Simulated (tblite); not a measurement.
# Ga13H15N14: the cost of one run

Programs: tblite 0.8.0 and PySCF 2.14.0, with routines of our own; each step states its level. All values are computed. Atoms count from 0.

## (1) The system as given

42 atoms, charge 0, multiplicity 1; geometry from: force field, distance geometry or constructed start.

## (2) Optimising the geometry with GFN2-xTB

The job: settings as JSON, then the geometry in Å.

```
{"job": {"kind": "relax", "xc": "GFN2-xTB", "basis": "xTB"}, "charge": 0, "multiplicity": 1}
N     -0.196300     1.315800    -0.001600
Ga    -1.806600     2.245200    -0.006900
N     -3.400300     1.315300     0.001000
Ga    -3.406200    -0.528000    -0.006200
N     -1.804400    -1.458600     0.003400
Ga    -0.204500    -0.532900    -0.002600
N      3.003100    -4.230700    -0.003300
Ga     1.404300    -3.304700     0.001500
N     -0.198500    -4.234500    -0.000400
Ga    -0.204000    -6.083200     0.001600
N      1.398800    -7.008600    -0.002100
Ga     3.000500    -6.084400    -0.000000
N     -5.011100    -1.456700     0.005000
Ga    -5.005500    -3.308000    -0.002700
N     -3.407700    -4.227300     0.000200
Ga    -1.805300    -3.306800     0.006300
N      3.003400     1.319500     0.000900
Ga     1.399800     2.239200    -0.001000
N      1.400300    -1.455600     0.002500
Ga     3.005800    -0.531500     0.002700
N      3.000700     6.871400     0.001500
Ga     1.400000     7.794100    -0.000200
N     -0.197800     6.872200     0.006600
Ga    -0.205400     5.013300    -0.001500
N      1.401400     4.095200     0.000900
Ga     2.996900     5.016700     0.002500
N     -1.802700     4.094900    -0.000700
H     -4.306800     1.838200     0.001200
H      3.904300    -3.712000    -0.002000
H     -1.542500    -6.857000     0.003400
H      1.404500    -8.046800    -0.001100
H      4.343500    -6.856100     0.000200
H     -5.909400    -0.937300    -0.001900
H     -6.347900    -4.083700     0.003700
H     -3.404300    -5.270600    -0.003300
H      3.904200     1.839800    -0.002900
H      4.344600    -1.307300    -0.004100
H      3.904600     7.390100    -0.002600
H      1.402000     9.338700    -0.000100
H     -1.106700     7.391000     0.001200
H      4.345300     4.240300     0.003800
H     -2.698200     4.607000     0.003700
```

On the command line:

```bash
$ OMP_NUM_THREADS=2 python large_run.py task.json out
```

This one command runs all jobs of the session in turn.

**Question.** How long does this first job take on 2 threads of Arm Neoverse N1, shared host, and how much memory does it need?

About 3 s, with a peak of 0.16 GiB.
